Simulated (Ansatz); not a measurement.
# The gallium atom (doublet): density functionals in cc-pVTZ, part 2 of 2

Ansatz 0.2.0, Gaussian basis; cc-pVTZ, all electrons in the functionals, frozen cores in the correlation of double hybrids and RPA. The steps go on from the part before.

### 11 r2SCAN0 (unrestricted)

File in.yaml:

```yaml
crystal:
  periodic: [false, false, false]
  atoms:
    - {symbol: Ga, position_ang: [0.000000, 0.000000, 0.000000]}
basis:
  gaussian: {orbitals: cc-pVTZ}
magnetization: {spin_polarized: true, initial_magnetization: 1}
hamiltonian: {xc: {name: r2SCAN0}}
```

Launch:

```
ansatz run in.yaml --threads 1 --pin off --events-out ev --progress --plain --max-ram 2393MiB
```

Log, cut to the lines that bear on the results:

```text
Functional definition: r2SCAN0
  name "r2SCAN0"
  cite "Bursch, Neugebauer, Ehlert & Grimme, J. Chem. Phys. 156, 134105 (2022) doi:10.1063/5.0086040"
  cite "Furness, Kaplan, Ning, Perdew & Sun, J. Phys. Chem. Lett. 11, 8208 (2020) doi:10.1021/acs.jpclett.0c02405"
  cite "Furness, Kaplan, Ning, Perdew & Sun, J. Phys. Chem. Lett. 11, 9248 (2020) doi:10.1021/acs.jpclett.0c03077"
  parent r2scan
[...]
286 factors; integrals over basis functions are off by at most 8.8e-5 eV
[...]
mean field -52376.52747790 eV, -1924.8018827272 hartree, gradient 1.1e-5 eV, S^2 0.756615; 0 other end points of the search recorded, 0 dependent functions left out
reference -52376.52748744 eV, -1924.8018830778 hartree; 16, 15 occupied and 27, 28 virtual orbitals, 286 factors
Total energy: -52376.52748744 eV, -1924.8018830778 hartree
```

Wall time 0.69 s (1 thread of Intel Xeon 6975P-C, shared host).

From the report: ⟨S²⟩ of the determinant 0.757 (pure doublet: 0.75).

### 12 BHLYP (unrestricted)

in.yaml, as its differences from that of step 11:

```diff
@@ -7,2 +7,2 @@
 magnetization: {spin_polarized: true, initial_magnetization: 1}
-hamiltonian: {xc: {name: r2SCAN0}}
+hamiltonian: {xc: {name: BHLYP}}
```

Launched as before.

Log:

```text
Functional definition: BHLYP
  name "BHLYP"
  cite "Becke, J. Chem. Phys. 98, 1372 (1993) doi:10.1063/1.464304"
  cite "Becke, Phys. Rev. A 38, 3098 (1988) doi:10.1103/PhysRevA.38.3098"
  cite "Lee, Yang & Parr, Phys. Rev. B 37, 785 (1988) doi:10.1103/PhysRevB.37.785"
  parameter a = 0.5
  exchange = (1 - a)*b88_x + a*exact_x
  correlation = lyp_c
286 factors; integrals over basis functions are off by at most 8.8e-5 eV
mean field evaluation 1: about -52377.0547 eV, gradient 3.6e0 eV
mean field evaluation 2: about -52377.1064 eV, gradient 2.3e0 eV
mean field evaluation 4: about -52377.1217 eV, gradient 2.8e-2 eV
mean field evaluation 8: about -52377.1213 eV, gradient 4.0e-4 eV
mean field -52377.12131579 eV, -1924.8237058675 hartree, gradient 4.4e-6 eV, S^2 0.754016; 0 other end points of the search recorded, 0 dependent functions left out
reference -52377.12141472 eV, -1924.8237095028 hartree; 16, 15 occupied and 27, 28 virtual orbitals, 286 factors
Total energy: -52377.12141472 eV, -1924.8237095028 hartree
```

It took 0.39 s on 1 thread of Intel Xeon 6975P-C, shared host.

From the report: ⟨S²⟩ of the determinant 0.754 (pure doublet: 0.75).

### 13 CAM-B3LYP (unrestricted)

in.yaml, as its differences from that of step 12:

```diff
@@ -7,2 +7,2 @@
 magnetization: {spin_polarized: true, initial_magnetization: 1}
-hamiltonian: {xc: {name: BHLYP}}
+hamiltonian: {xc: {name: CAM-B3LYP}}
```

Launched as before.

Log, cut to the lines that bear on the results:

```text
Functional definition: CAM-B3LYP
  name "CAM-B3LYP"
  cite "Yanai, Tew & Handy, Chem. Phys. Lett. 393, 51 (2004) doi:10.1016/j.cplett.2004.06.011"
  cite "Iikura, Tsuneda, Yanai & Hirao, J. Chem. Phys. 115, 3540 (2001) doi:10.1063/1.1383587"
  cite "Becke, Phys. Rev. A 38, 3098 (1988) doi:10.1103/PhysRevA.38.3098"
  cite "Lee, Yang & Parr, Phys. Rev. B 37, 785 (1988) doi:10.1103/PhysRevB.37.785"
  cite "Vosko, Wilk & Nusair, Can. J. Phys. 58, 1200 (1980) doi:10.1139/p80-159"
[...]
  # Exact exchange under (alpha + beta erf(omega r))/r, Becke's under what is left of 1/r.
[...]
286 factors; integrals over basis functions are off by at most 8.8e-5 eV
87 factors; integrals over basis functions are off by at most 4.6e-5 eV
[...]
mean field -52380.86765176 eV, -1924.9613811750 hartree, gradient 7.2e-6 eV, S^2 0.753289; 0 other end points of the search recorded, 0 dependent functions left out
reference -52380.86772277 eV, -1924.9613837845 hartree; 16, 15 occupied and 27, 28 virtual orbitals, 286 factors
Total energy: -52380.86772277 eV, -1924.9613837845 hartree
```

Wall time 0.45 s (1 thread of Intel Xeon 6975P-C, shared host).

From the report: ⟨S²⟩ of the determinant 0.753 (pure doublet: 0.75).

### 14 wB97X-V (unrestricted)

in.yaml, as its differences from that of step 13:

```diff
@@ -7,2 +7,2 @@
 magnetization: {spin_polarized: true, initial_magnetization: 1}
-hamiltonian: {xc: {name: CAM-B3LYP}}
+hamiltonian: {xc: {name: wB97X-V}}
```

Launched as before.

Log, cut to the lines that bear on the results:

```text
Functional definition: wB97X-V
  name "wB97X-V"
  cite "Mardirossian & Head-Gordon, Phys. Chem. Chem. Phys. 16, 9904 (2014) doi:10.1039/C3CP54374A"
  cite "Becke, J. Chem. Phys. 107, 8554 (1997) doi:10.1063/1.475007"
  cite "Vydrov & Van Voorhis, J. Chem. Phys. 133, 244103 (2010) doi:10.1063/1.3521275"
[...]
      + integral(e_c_pw_opposite_spin*poly(b97_u_opposite, cos0, cos1)) + vv10(b, c)
286 factors; integrals over basis functions are off by at most 8.8e-5 eV
82 factors; integrals over basis functions are off by at most 5.5e-5 eV
[...]
mean field -52372.62017911 eV, -1924.6582921451 hartree, gradient 3.5e-5 eV, S^2 0.753530; 0 other end points of the search recorded, 0 dependent functions left out
reference -52372.62017992 eV, -1924.6582921750 hartree; 16, 15 occupied and 27, 28 virtual orbitals, 286 factors
Total energy: -52372.62017992 eV, -1924.6582921750 hartree
```

Wall time 0.96 s (1 thread of Intel Xeon 6975P-C, shared host).

From the report: ⟨S²⟩ of the determinant 0.754 (pure doublet: 0.75).

### 15 wB97M-V (unrestricted)

in.yaml, as its differences from that of step 14:

```diff
@@ -7,2 +7,3 @@
 magnetization: {spin_polarized: true, initial_magnetization: 1}
-hamiltonian: {xc: {name: wB97X-V}}
+hamiltonian: {xc: {name: wB97M-V}}
+output: {orbitals: {seedname: orbitals}}
```

Same command.

Log, cut to the lines that bear on the results:

```text
Functional definition: wB97M-V
  name "wB97M-V"
  cite "Mardirossian & Head-Gordon, J. Chem. Phys. 144, 214110 (2016) doi:10.1063/1.4952647"
  cite "Becke, J. Chem. Phys. 107, 8554 (1997) doi:10.1063/1.475007"
  cite "Vydrov & Van Voorhis, J. Chem. Phys. 133, 244103 (2010) doi:10.1063/1.3521275"
  # Of w^i u^j: cxij and so on, Table III.
[...]
  gx(w, u) = 1 - cx + cx01*u + cx10*w
  gss(w, u) = css00 + css04*u^4 + css10*w + css20*w^2 + css43*w^4*u^3
  gos(w, u) = cos00 + cos10*w + (cos20 + cos21*u)*w^2 + (cos60 + cos61*u)*w^6
[...]
      + integral(e_c_pw_mod_opposite_spin*gos(b97_w_opposite, b97_u_opposite)) + vv10(b, c)
286 factors; integrals over basis functions are off by at most 8.8e-5 eV
82 factors; integrals over basis functions are off by at most 5.5e-5 eV
[...]
mean field -52374.88019499 eV, -1924.7413461971 hartree, gradient 2.2e-5 eV, S^2 0.752478; 0 other end points of the search recorded, 0 dependent functions left out
reference -52374.88022116 eV, -1924.7413471587 hartree; 16, 15 occupied and 27, 28 virtual orbitals, 286 factors
Total energy: -52374.88022116 eV, -1924.7413471587 hartree
```

Wall time 1.1 s (1 thread of Intel Xeon 6975P-C, shared host).

From the report: ⟨S²⟩ of the determinant 0.752 (pure doublet: 0.75).

### 16 HSE06 (unrestricted)

in.yaml, as its differences from that of step 15:

```diff
@@ -7,3 +7,2 @@
 magnetization: {spin_polarized: true, initial_magnetization: 1}
-hamiltonian: {xc: {name: wB97M-V}}
-output: {orbitals: {seedname: orbitals}}
+hamiltonian: {xc: {name: HSE06}}
```

Launched as before.

Log, cut to the lines that bear on the results:

```text
Functional definition: HSE06
  name "HSE06"
  cite "Heyd, Scuseria & Ernzerhof, J. Chem. Phys. 118, 8207 (2003) doi:10.1063/1.1564060"
  cite "Krukau, Vydrov, Izmaylov & Scuseria, J. Chem. Phys. 125, 224106 (2006) doi:10.1063/1.2404663"
  cite "Heyd & Scuseria, J. Chem. Phys. 120, 7274 (2004) doi:10.1063/1.1668634"
  cite "Ernzerhof & Perdew, J. Chem. Phys. 109, 3313 (1998) doi:10.1063/1.476928"
  cite "Perdew, Burke & Ernzerhof, Phys. Rev. Lett. 77, 3865 (1996) doi:10.1103/PhysRevLett.77.3865"
  parent pbe
[...]
  # The whole range is PBE's own exchange, as in plane waves. The composition of these papers is wPBEh.
[...]
286 factors; integrals over basis functions are off by at most 8.8e-5 eV
29 factors; integrals over basis functions are off by at most 5.6e-6 eV
[...]
mean field -52370.71847430 eV, -1924.5884057825 hartree, gradient 3.1e-5 eV, S^2 0.753732; 1 other end points of the search recorded, 0 dependent functions left out
reference -52370.71850081 eV, -1924.5884067569 hartree; 16, 15 occupied and 27, 28 virtual orbitals, 286 factors
Total energy: -52370.71850081 eV, -1924.5884067569 hartree
```

Run time: 0.78 s. Hardware: 1 thread of Intel Xeon 6975P-C, shared host.

From the report: ⟨S²⟩ of the determinant 0.754 (pure doublet: 0.75).

### 17 B2PLYP (unrestricted)

in.yaml, as its differences from that of step 16:

```diff
@@ -7,2 +7,3 @@
 magnetization: {spin_polarized: true, initial_magnetization: 1}
-hamiltonian: {xc: {name: HSE06}}
+hamiltonian: {xc: {name: B2PLYP}}
+correlation: {electrons: outside_noble_gas}
```

Same command.

Log, cut to the lines that bear on the results:

```text
Functional definition: B2PLYP
  name "B2PLYP"
  cite "Grimme, J. Chem. Phys. 124, 034108 (2006) doi:10.1063/1.2148954"
  cite "Becke, Phys. Rev. A 38, 3098 (1988) doi:10.1103/PhysRevA.38.3098"
  cite "Lee, Yang & Parr, Phys. Rev. B 37, 785 (1988) doi:10.1103/PhysRevB.37.785"
[...]
286 factors; integrals over basis functions are off by at most 8.8e-5 eV
[...]
mean field -52366.14803241 eV, -1924.4204451412 hartree, gradient 5.1e-6 eV, S^2 0.755108; 0 other end points of the search recorded, 0 dependent functions left out
14 core orbitals not correlated: weight in the atoms' cores, before any rotation towards them, 1.000 or more for the frozen orbitals, at most 0.000 for the correlated occupied ones
reference -52366.14812496 eV, -1924.4204485421 hartree; 2, 1 occupied and 27, 28 virtual orbitals, 286 factors
second order -1.18404575 eV of doubles, -0.00000000 eV of singles
Total energy: -52366.46781731 eV, -1924.4321970193 hartree
```

Wall time 0.39 s (1 thread of Intel Xeon 6975P-C, shared host).

From the report: ⟨S²⟩ of the determinant 0.755 (pure doublet: 0.75).

### 18 PBE-QIDH (unrestricted)

in.yaml, as its differences from that of step 17:

```diff
@@ -7,3 +7,3 @@
 magnetization: {spin_polarized: true, initial_magnetization: 1}
-hamiltonian: {xc: {name: B2PLYP}}
+hamiltonian: {xc: {name: PBE-QIDH}}
 correlation: {electrons: outside_noble_gas}
```

Launched as before.

Log, cut to the lines that bear on the results:

```text
Functional definition: PBE-QIDH
  name "PBE-QIDH"
  cite "Brémond, Sancho-García, Pérez-Jiménez & Adamo, J. Chem. Phys. 141, 031101 (2014) doi:10.1063/1.4890314"
  cite "Perdew, Burke & Ernzerhof, Phys. Rev. Lett. 77, 3865 (1996) doi:10.1103/PhysRevLett.77.3865"
[...]
286 factors; integrals over basis functions are off by at most 8.8e-5 eV
[...]
mean field -52359.54351041 eV, -1924.1777334344 hartree, gradient 2.0e-6 eV, S^2 0.757813; 0 other end points of the search recorded, 0 dependent functions left out
14 core orbitals not correlated: weight in the atoms' cores, before any rotation towards them, 1.000 or more for the frozen orbitals, at most 0.000 for the correlated occupied ones
reference -52359.54351840 eV, -1924.1777337280 hartree; 2, 1 occupied and 27, 28 virtual orbitals, 286 factors
second order -1.07163821 eV of doubles, -0.00000000 eV of singles
Total energy: -52359.90073114 eV, -1924.1908610539 hartree
```

Wall time 0.39 s (1 thread of Intel Xeon 6975P-C, shared host).

From the report: ⟨S²⟩ of the determinant 0.758 (pure doublet: 0.75).

### 19 RPA-PBE

File in.yaml:

```yaml
crystal:
  periodic: [false, false, false]
  atoms:
    - {symbol: Ga, position_ang: [0.000000, 0.000000, 0.000000]}
basis:
  gaussian: {orbitals: cc-pVTZ}
magnetization: {spin_polarized: true, initial_magnetization: 1}
hamiltonian: {xc: {name: PBE}}
correlation: {method: rpa, electrons: outside_noble_gas}
```

The command is unchanged.

Log, cut to the lines that bear on the results:

```text
Functional definition: PBE
  name "PBE"
  cite "Perdew, Burke & Ernzerhof, Phys. Rev. Lett. 77, 3865 (1996) doi:10.1103/PhysRevLett.77.3865"
  parent pbe
[...]
286 factors; integrals over basis functions are off by at most 8.8e-5 eV
[...]
mean field -52369.67496258 eV, -1924.5500574343 hartree, gradient 1.7e-6 eV, S^2 0.752312; 3 other end points of the search recorded, 0 dependent functions left out
14 core orbitals not correlated: weight in the atoms' cores, before any rotation towards them, 0.999 or more for the frozen orbitals, at most 0.000 for the correlated occupied ones
reference -52334.18175763 eV, -1923.2457062103 hartree; 2, 1 occupied and 27, 28 virtual orbitals, 286 factors
Total energy: -52336.74306696 eV, -1923.3398325922 hartree
```

Run time: 0.69 s. Hardware: 1 thread of Intel Xeon 6975P-C, shared host.

From the report: ⟨S²⟩ of the determinant 0.752 (pure doublet: 0.75).

### 20 Side by side

```csv
functional,energy (eV),⟨S²⟩,time
SPW92,-52294.9283,0.751,0.33 s
PBE,-52369.6750,0.752,0.42 s
BLYP,-52379.7894,0.752,0.48 s
revPBE,-52373.9067,0.753,0.42 s
r2SCAN,-52377.1631,0.756,1.1 s
B97M-V,-52367.4506,0.752,1.4 s
PBE0,-52370.7292,0.754,0.57 s
B3LYP,-52379.1230,0.752,0.63 s
r2SCANh,-52376.9040,0.756,1.6 s
r2SCAN0,-52376.5275,0.757,0.69 s
BHLYP,-52377.1214,0.754,0.39 s
CAM-B3LYP,-52380.8677,0.753,0.45 s
wB97X-V,-52372.6202,0.754,0.96 s
wB97M-V,-52374.8802,0.752,1.1 s
HSE06,-52370.7185,0.754,0.78 s
B2PLYP,-52366.4678,0.755,0.39 s
PBE-QIDH,-52359.9007,0.758,0.39 s
RPA-PBE,-52336.7431,0.752,0.69 s
```

Orbital levels of the runs that wrote orbitals: PBE HOMO -2.92, LUMO -2.67 eV; PBE0 HOMO -3.77, LUMO -1.89 eV; wB97M-V HOMO -5.41, LUMO -0.07 eV.

### 21 Outcome

What follows sums up all 2 parts.

```
                quantity                        value
spread of total energies                      85.9 eV
       quickest, slowest  SPW92 0.33 s, r2SCANh 1.6 s
```

Total energies of different functionals can't be ranked; only differences within one functional count. These atomic energies are the zero for atomisation energies at the same level.
